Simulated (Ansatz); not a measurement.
# C2H2F4 (norflurane): PBE/cc-pVDZ

What is the electronic atomisation energy of C2H2F4 (norflurane) at PBE/cc-pVDZ? 

Program for the calculation: Ansatz 0.2.0.

46 further runs of the same task are left out: 1 that didn't finish, 45 set aside as unsound or not needed.

### Step 1. The system as given

C2H2F4 has 8 atoms, charge 0, and is taken as a singlet. As SMILES, `FCC(F)(F)F`. The shape is that of a PBE0-D4/def2-TZVP optimisation.

Bond lengths: F1–C2 1.364 Å, C2–C3 1.514 Å, C3–F4 1.332 Å, C3–F5 1.339 Å, C3–F6 1.332 Å, C2–H7 1.092 Å, C2–H8 1.092 Å. Some angles: F1–C2–C3 109.8°, C2–C3–F4 111.9°, C2–C3–F5 108.9°, C2–C3–F6 111.9°, F4–C3–F5 108.1°, F4–C3–F6 107.9°, F5–C3–F6 108.1°, F1–C2–H7 109.7°, F1–C2–H8 109.7°, C3–C2–H7 108.6°.

### Step 2. The energy at PBE/cc-pVDZ

input.yaml

```yaml
crystal:
  periodic: [false, false, false]
  atoms:
    - {symbol: F, position_ang: [-0.224600, -1.506500, 0.915200]}
    - {symbol: C, position_ang: [-0.211200, -0.737800, -0.211700]}
    - {symbol: C, position_ang: [0.211200, 0.674300, 0.135500]}
    - {symbol: F, position_ang: [1.434400, 0.711300, 0.662400]}
    - {symbol: F, position_ang: [0.217100, 1.411800, -0.982100]}
    - {symbol: F, position_ang: [-0.624600, 1.243600, 1.002900]}
    - {symbol: H, position_ang: [0.502000, -1.148600, -0.930100]}
    - {symbol: H, position_ang: [-1.212300, -0.705100, -0.647900]}
basis:
  gaussian:
    orbitals: cc-pVDZ
hamiltonian:
  xc: pbe
accuracy: high
output:
  orbitals: {seedname: orbitals}
```

Command:

```
$ ansatz run input.yaml --threads 1 --pin off --max-ram 3480MiB --events-out events.jsonl --progress --plain --runs-dir runs
```

Log:

```text
Warning: RAYON_NUM_THREADS=1 ignored (pool sized by the plan → 1); use --threads N
Functional definition: PBE
  name "PBE"
  parameter kappa = 0.804
  parameter beta = 0.06672455060314922
  exchange = pbe_x(kappa = kappa, mu = beta*pi^2/3)
  correlation = pbe_c(beta = beta)
2143 factors; integrals over basis functions are off by at most 2.6e-9 eV
mean field evaluation 1: about -12958.5398 eV, gradient 4.2e1 eV
mean field evaluation 2: about -12956.3432 eV, gradient 5.6e1 eV
mean field evaluation 4: about -12961.6548 eV, gradient 2.5e0 eV
mean field evaluation 8: about -12961.6596 eV, gradient 2.3e-1 eV
mean field evaluation 16: about -12961.6597 eV, gradient 1.1e-5 eV
mean field -12961.65969225 eV, -476.3322079616 hartree, gradient 3.1e-8 eV, S^2 0.000000; 0 other end points of the search recorded, 0 dependent functions left out
reference -12961.65969432 eV, -476.3322080379 hartree; 25, 25 occupied and 69, 69 virtual orbitals, 2143 factors
Total energy: -12961.65969432 eV, -476.3322080379 hartree
```

Wall time 8.1 s (1 thread of Arm Neoverse V1, shared host); peak memory 0.25 GiB.

### Step 3. The C atom, same level

run.yaml

```yaml
crystal:
  periodic: [false, false, false]
  atoms:
    - {symbol: C, position_ang: [0.000000, 0.000000, 0.000000]}
basis:
  gaussian:
    orbitals: cc-pVDZ
magnetization:
  spin_polarized: true
  initial_magnetization: 2
hamiltonian:
  xc: {name: PBE}
accuracy: high
```

Command:

```
$ ansatz run run.yaml --threads 1 --pin off --max-ram 3480MiB --events-out events.jsonl --progress --plain --runs-dir runs
```

Log:

```text
Warning: RAYON_NUM_THREADS=1 ignored (pool sized by the plan → 1); use --threads N
Functional definition: PBE
  name "PBE"
  parameter kappa = 0.804
  parameter beta = 0.06672455060314922
  exchange = pbe_x(kappa = kappa, mu = beta*pi^2/3)
  correlation = pbe_c(beta = beta)
96 factors; integrals over basis functions are off by at most 1.3e-9 eV
mean field evaluation 1: about -1028.1209 eV, gradient 4.7e0 eV
mean field evaluation 2: about -1028.2326 eV, gradient 2.5e0 eV
mean field evaluation 4: about -1028.2788 eV, gradient 2.2e-1 eV
mean field evaluation 8: about -1028.2785 eV, gradient 3.2e-5 eV
mean field evaluation 16: about -1028.1665 eV, gradient 4.1e0 eV
mean field evaluation 32: about -1028.2788 eV, gradient 6.0e-2 eV
mean field -1028.27851290 eV, -37.7885383569 hartree, gradient 1.1e-9 eV, S^2 2.001967; 2 other end points of the search recorded, 0 dependent functions left out
reference -1028.27851463 eV, -37.7885384204 hartree; 4, 2 occupied and 10, 12 virtual orbitals, 96 factors
Total energy: -1028.27851463 eV, -37.7885384204 hartree
```

Run time: 0.54 s. Hardware: 1 thread of Arm Neoverse V1, shared host.

### Step 4. The F atom at the same level

job.yaml

```yaml
crystal:
  periodic: [false, false, false]
  atoms:
    - {symbol: F, position_ang: [0.000000, 0.000000, 0.000000]}
basis:
  gaussian:
    orbitals: cc-pVDZ
magnetization:
  spin_polarized: true
  initial_magnetization: 1
hamiltonian:
  xc: {name: PBE}
accuracy: high
```

Run the same way, it converges to -99.62478 Eh (log not shown).

### Step 5. The H atom

in.yaml

```yaml
crystal:
  periodic: [false, false, false]
  atoms:
    - {symbol: H, position_ang: [0.000000, 0.000000, 0.000000]}
basis:
  gaussian:
    orbitals: cc-pVDZ
hamiltonian:
  xc: pbe
accuracy: high
magnetization:
  spin_polarized: true
  initial_magnetization: 1
```

Command:

```
$ ansatz run in.yaml --threads 1 --pin off --max-ram 3480MiB --events-out events.jsonl --progress --plain --runs-dir runs
```

Log:

```text
Warning: RAYON_NUM_THREADS=1 ignored (pool sized by the plan → 1); use --threads N
Functional definition: PBE
  name "PBE"
  parameter kappa = 0.804
  parameter beta = 0.06672455060314922
  exchange = pbe_x(kappa = kappa, mu = beta*pi^2/3)
  correlation = pbe_c(beta = beta)
15 factors; integrals over basis functions are off by at most 4.6e-8 eV
mean field evaluation 1: about -13.5665 eV, gradient 4.0e-1 eV
mean field evaluation 2: about -13.5663 eV, gradient 4.0e-1 eV
mean field evaluation 4: about -13.5684 eV, gradient 5.5e-6 eV
mean field evaluation 8: about -13.5684 eV, gradient 1.6e-10 eV
mean field -13.56836056 eV, -0.4986280535 hartree, gradient 1.2e-10 eV, S^2 0.750000; 0 other end points of the search recorded, 0 dependent functions left out
reference -13.56836236 eV, -0.4986281198 hartree; 1, 0 occupied and 4, 5 virtual orbitals, 15 factors
Total energy: -13.56836236 eV, -0.4986281198 hartree
```

It took 0.12 s on 1 thread of Arm Neoverse V1, shared host.

### Step 6. What came out

At PBE/cc-pVDZ:

| quantity | value |
| --- | --- |
| molecule: total energy | -476.33221 Eh |
| molecule: HOMO energy | -8.10 eV |
| molecule: LUMO energy | 0.91 eV |
| molecule: HOMO–LUMO gap | 9.00 eV |
| C atom: total energy | -37.78854 Eh |
| C atom: ⟨S²⟩ | 2.002 |
| F atom: total energy | -99.62478 Eh |
| F atom: ⟨S²⟩ | 0.751 |
| H atom: total energy | -0.49863 Eh |
| H atom: ⟨S²⟩ | 0.750 |
| electronic atomisation energy | 34.252 eV |

What this shows: Taking the molecule apart into free atoms costs 34.25 eV (3305 kJ/mol), before zero-point energy and without spin-orbit coupling.
